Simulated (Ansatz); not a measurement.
# CH6BNSi: the cost of one run

All numbers below are computed with Ansatz 0.2.0 (RKS PBE-D4/def2-SVP).

1 further run of the same task is left out (it didn't finish).

### Step 1. Starting point

Bond lengths: N1–B2 1.459 Å, B2–C3 1.550 Å, B2–Si4 2.104 Å, C3–Si4 1.830 Å, N1–H5 1.076 Å, N1–H6 1.097 Å, C3–H7 1.098 Å, C3–H8 1.140 Å, Si4–H9 1.539 Å, Si4–H10 1.406 Å. Angles (14 of 18 angles, heavy atoms first): N1–B2–C3 149.5°, N1–B2–Si4 152.7°, C3–B2–Si4 57.8°, B2–C3–Si4 76.5°, B2–Si4–C3 45.8°, B2–N1–H5 109.6°, B2–N1–H6 108.2°, B2–C3–H7 116.4°, B2–C3–H8 114.6°, Si4–C3–H7 114.4°, Si4–C3–H8 109.6°, B2–Si4–H9 103.2°, B2–Si4–H10 106.4°, C3–Si4–H9 115.3°.

As a file:

```xyz
10

N    -1.6073    0.2835   -1.1200
B    -0.4414   -0.0778   -0.3200
C     0.5208   -1.1651    0.2239
Si    1.2264    0.3940    0.8725
H    -1.3259    1.0146   -1.8582
H    -2.2962    0.8519   -0.4828
H     0.1158   -1.8340    0.9943
H     1.2245   -1.6087   -0.5562
H     0.5917    0.9107    2.1763
H     2.0748    1.1798    0.0733
```

### Step 2. Relaxing end A

File input.yaml:

```yaml
crystal:
  periodic: [false, false, false]
  atoms:
    - { symbol: "N", position_ang: [-1.6073, 0.2835, -1.12] }
    - { symbol: B, position_ang: [-0.4414, -0.0778, -0.32] }
    - { symbol: C, position_ang: [0.5208, -1.1651, 0.2239] }
    - { symbol: Si, position_ang: [1.2264, 0.394, 0.8725] }
    - { symbol: H, position_ang: [-1.3259, 1.0146, -1.8582] }
    - { symbol: H, position_ang: [-2.2962, 0.8519, -0.4828] }
    - { symbol: H, position_ang: [0.1158, -1.834, 0.9943] }
    - { symbol: H, position_ang: [1.2245, -1.6087, -0.5562] }
    - { symbol: H, position_ang: [0.5917, 0.9107, 2.1763] }
    - { symbol: H, position_ang: [2.0748, 1.1798, 0.0733] }
basis:
  gaussian: { orbitals: def2-SVP }
hamiltonian:
  xc: pbe
  dispersion: d4
relax:
  f_tol: 0.015
  max_steps: 40
```

Started as:

```bash
$ ansatz run input.yaml --threads 1 --pin off --max-ram 2048MiB --backend cpu --events-out ev --progress --plain --runs-dir out
```

**Question.** How long does this run take on 1 thread of Intel Xeon at 2.50GHz (Skylake/Cascade Lake), shared host, and how much memory does it need?

About 2.2 min, with a peak of 0.15 GiB.
